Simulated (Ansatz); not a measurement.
Write the native input for Ansatz 0.2.0 that does the following.

* Task: band structure
* Functional: LDA
* Potentials or basis: Ansatz PAW
* Cutoff: 420 eV (not typed: the program's choice for these potentials)
* k mesh: 6 × 6 × 3
* Occupations: fermi-dirac, width 0.05 eV
* Spin: no spin polarisation
* Path: [["G", "M", "K", "G", "A", "L", "H", "A"], ["L", "M"], ["K", "H"]]
* Points for each segment of the path: 14

AgRh:

```
Ag Rh
1.0
     2.77759    0.00000    0.00000
    -1.38879    2.40546    0.00000
     0.00000    0.00000    4.80860
Ag Rh
1 1
Direct
  0.00000 0.00000 0.50000
  0.66667 0.33333 0.00000
```

The cell comes from a database or a generator and needn't be the stable form of this composition.

These files were run (other wordings do the same):

input.yaml

```yaml
crystal:
  lattice:
    - [2.7775881998, 0.0, 0.0]
    - [-1.3887940999, 2.4054619423, 0.0]
    - [0.0, 0.0, 4.808602]
  atoms:
    - { symbol: Ag, position: [0.0, 0.0, 0.5] }
    - { symbol: Rh, position: [0.6666666667, 0.3333333333, 0.0] }
hamiltonian:
  xc: lda
  pseudopotentials: { kind: paw }
kpoints:
  mp_grid: { grid: [6, 6, 3] }
  band_path:
    path:
      - [[0.0, 0.0, 0.0], [0.5, 0.0, 0.0], [0.3333333333, 0.3333333333, 0.0], [0.0, 0.0, 0.0], [0.0, 0.0, 0.5], [0.5, 0.0, 0.5], [0.3333333333, 0.3333333333, 0.5], [0.0, 0.0, 0.5]]
      - [[0.5, 0.0, 0.5], [0.5, 0.0, 0.0]]
      - [[0.3333333333, 0.3333333333, 0.0], [0.3333333333, 0.3333333333, 0.5]]
    npoints: 14
scf:
  occupations: { method: fermi_dirac, width: 0.05 }
  n_extra_bands: 6
output:
  forces: true
  stress: true
  eigenvalues: true
  fatbands: true
```

Potentials or basis: Ansatz PAW.

Command:

```sh
$ ansatz run input.yaml --threads 2 --pin off --max-ram 5632MiB --backend cpu --events-out ev --progress --plain --runs-dir out
```

Results of the run:

| Property | Result |
| --- | --- |
| Pressure | -15.3 GPa |
| Band gap on the k mesh | none (metal or under the smearing width) |

Caveat: the k mesh is coarse (spacing up to 0.44 Å⁻¹), so the values aren't converged; the PAW data sets come from PBE, with cores solved anew for the run's functional, which leaves a small shift of forces and pressure.

Run time: 4.3 s on 2 threads of Arm Neoverse V1 (shared host), peak memory 0.31 GiB.
